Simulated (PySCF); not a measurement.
# A diatomic session: NaIn

The task here is to estimate one member of a computed series from the others.

Program: PySCF 2.14.0. Level of theory: Na aug-cc-pVDZ, In aug-cc-pVDZ-PP with ECP28, scalar-relativistic core potentials. These are calculated values, not measurements.

The first run:

Settings of the job:

| Property | Result |
| --- | --- |
| atoms | Na, In |
| charge | 0 |
| basis | Na aug-cc-pVDZ, In aug-cc-pVDZ-PP with ECP28 |
| Hamiltonian | scalar-relativistic core potentials |
| basis functions | 59 |
| electrons treated | 32 |
| masses in u | 22.9898, 114.9039 |
| levels | PBE0, PBE, r²SCAN, BP86, revPBE, r²SCAN0, ωB97X, HF, MP2, SCS-MP2, CCSD, CCSD(T) |
| grid | 80 radial by 434 angular points |
| occupations | held fixed by the projection of orbital angular momentum |
| dissociation limit | Na + In, each in its ground configuration |
| starting distance in angstrom | 2.965 |
| values of 2S to try | 0, 2 |

Started as:

```bash
$ OMP_NUM_THREADS=1 python dia.py task.json out
```

Steps of the session up to this table: The job; First curve: PBE0; Other states along the same grid; PBE (GGA); r²SCAN (meta-GGA); BP86; revPBE (GGA); r²SCAN0 (hybrid meta-GGA); ωB97X (range-separated hybrid); RHF (mean field); Correlated methods on the Hartree–Fock reference.

One table of the session follows, with a row left open; its other results are not shown here.

| level | Re (Å) | ωe (cm⁻¹) | De (eV) |
| --- | --- | --- | --- |
| RHF | 3.331 | 144.1 | -0.082 |
| RHF-MP2 | 3.293 | 147.4 | 0.54 |
| RHF-SCS-MP2 | 3.308 | 144.9 | 0.58 |
| RHF-CCSD | ? | ? | ? |
| RHF-CCSD(T) | 3.316 | 138.9 | 0.74 |
| PBE | 3.264 | 140.6 | 0.86 |
| revPBE | 3.313 | 135.6 | 0.78 |
| BP86 | 3.260 | 140.1 | 0.83 |
| r²SCAN | 3.259 | 144.1 | 0.67 |
| PBE0 | 3.251 | 146.1 | 0.74 |
| r²SCAN0 | 3.240 | 148.9 | 0.62 |
| ωB97X | 3.212 | 154.8 | 0.89 |

**Question.** Estimate the row for RHF-CCSD.

The run gave: Re (Å): 3.313; ωe (cm⁻¹): 140.9; De (eV): 0.70.

De is counted to Na + In in their ground configurations.
